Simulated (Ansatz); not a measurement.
Predict the output of the script below (Ansatz 0.2.0, Python API).

The script, `camg.py`:
```python
from collections import Counter
import logging
import sys
import warnings

import ansatz as az

logging.basicConfig(stream=sys.stdout, format="[%(levelname)s] %(message)s")
logger = logging.getLogger("camg")
logger.setLevel(logging.INFO)


def counts(outcome):
    return Counter(site.symbol for site in outcome.lattice.sites)

UNPAIRED = {"Ca": 0, "Mg": 0}  # unpaired electrons of the free atoms


def ground_state(name, crystal):
    calc = (
        crystal.calculation()
        .functional("pbesol")
        .basis(19 * az.Ha)
        .kpoints(spacing=0.16)
        .occupations("fermi_dirac", width=0.02)
    )
    if name.endswith(" atom"):
        calc = calc.kpoints(1, 1, 1).occupations("fermi_dirac", width=0.01)
        if UNPAIRED[name.split()[0]]:
            calc = calc.spin("collinear")
        return calc.run(threads=1, pin="off")
    calc = calc.relax(force_tolerance=0.02, max_steps=60, cell=True)
    return calc.run(threads=1, pin="off")

warnings.simplefilter("ignore", az.DeckWarning)

phases = {}
camg = (
    az.Lattice.cubic(3.96614)
    .space_group(221)
    .atom("Ca", (0.0, 0.0, 0.0))
    .atom("Mg", (0.5, 0.5, 0.5))
)
phases["CaMg"] = camg
for element, moment in UNPAIRED.items():
    phases[f"{element} atom"] = az.Lattice.orthorhombic(9.0, 9.5, 10.0).atom(element, (0.5, 0.5, 0.5), moment=moment or None)

done = {name: ground_state(name, crystal) for name, crystal in phases.items()}

for element in UNPAIRED:
    atom = done[f"{element} atom"].report
    logger.info(f"{element} atom: {atom['energy_sigma0_ev']:.4f} eV, moment {atom['magnetization_mub']:.2f} muB")
solid = done["CaMg"]
n = counts(solid)
binding = (sum(k * done[f"{e} atom"].report["energy_sigma0_ev"] for e, k in n.items()) - solid.report["energy_sigma0_ev"]) / sum(n.values())
logger.info(f"cohesive energy {binding:.3f} eV/atom = {96.4853 * binding:.0f} kJ/mol of atoms (no zero-point energy)")
```

`python camg.py` gives:
```text
[INFO] Ca atom: -1791.6881 eV, moment 0.00 muB
[INFO] Mg atom: -1910.3534 eV, moment 0.00 muB
[INFO] cohesive energy 1.962 eV/atom = 189 kJ/mol of atoms (no zero-point energy)
```

Total energies depend on the potentials; only differences at equal settings carry meaning. Other magnetic orders than the one started from may lie lower. For the metals among these phases the mesh is modest: differences between phases can be off by up to 40 meV an atom. The cells come from databases of deposited and of computed structures, and not all need be stable phases. Free atoms in a box carry small image and symmetry errors, and spin-orbit coupling is left out. The whole script took 16 s on 1 thread of Arm Neoverse V1, on a shared host, peak memory 0.64 GiB.
